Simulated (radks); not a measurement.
# Ionisation of As¹⁹⁺: one atom, several choices of functional

One table from this session's results is given with a row withheld; the runs are named, their logs left out.

The numbers are computed with radks (a radial shooting solver on a logarithmic mesh, Libxc functionals) version 1 (scalar-relativistic Kohn-Sham, spin-polarised, spherical densities, finite nucleus; open shells are filled with parallel spins first), except any that are marked as measured or tabulated.

2 further runs of the same task are left out: 1 that didn't finish, 1 set aside as unsound or not needed.

## The atom as given

```
element       : arsenic (Z = 33)
charge        : +19
electrons     : 14
configuration : [Ne] 3s2 3p2
ion           : As²⁰⁺, [Ne] 3s2 3p1
choices       : SOGGA; HCTH/407; AM05; BP86; exchange-only B88; LDA (Slater exchange, Perdew-Wang correlation); PW91
```

The outer shells:

As¹⁹⁺
```
[Ne] core
3s [↑↓]
3p [↑ ][↑ ][  ]
```

As²⁰⁺
```
[Ne] core
3s [↑↓]
3p [↑ ][  ][  ]
```

Set-up of the first run:

Input:

```text
Z 33
configuration [Ne] 3s2 3p2
relativity scalar-relativistic
functional sogga,pbe
spin polarised
nucleus finite rms 4.0968 fm
c 137.035999084
```

Launch:

```console
python run_ks.py task.json out
```

The same process makes all the runs of this session.

Steps of the session up to this table: SOGGA: As¹⁹⁺; SOGGA: As²⁰⁺; HCTH/407: As¹⁹⁺; HCTH/407: As²⁰⁺; AM05: As¹⁹⁺; AM05: As²⁰⁺; BP86: As¹⁹⁺; BP86: As²⁰⁺; exchange-only B88: As¹⁹⁺; exchange-only B88: As²⁰⁺; LDA (Slater exchange, Perdew-Wang correlation): As¹⁹⁺; LDA (Slater exchange, Perdew-Wang correlation): As²⁰⁺; PW91: As¹⁹⁺; PW91: As²⁰⁺.

One table of the session follows, with a row left open; its other results are not shown here.

```
                                    functional  Δ-SCF (eV)  −ε(HOMO) (eV)
                                         SOGGA      771.03         749.21
                                      HCTH/407      774.03         752.43
                                          AM05      771.12         749.24
                                          BP86           ?              ?
                             exchange-only B88      770.49         748.65
LDA (Slater exchange, Perdew-Wang correlation)      771.26         749.29
                                          PW91      771.78         749.94
```

**Question.** Estimate the row for BP86.

**Answer.** Δ-SCF (eV): 771.63; −ε(HOMO) (eV): 749.79. In the column «Δ-SCF (eV)» it lies between LDA (Slater exchange, Perdew-Wang correlation) (771.26) and PW91 (771.78).

Open shells are spherical and high-spin; term and fine-structure splittings are not resolved.
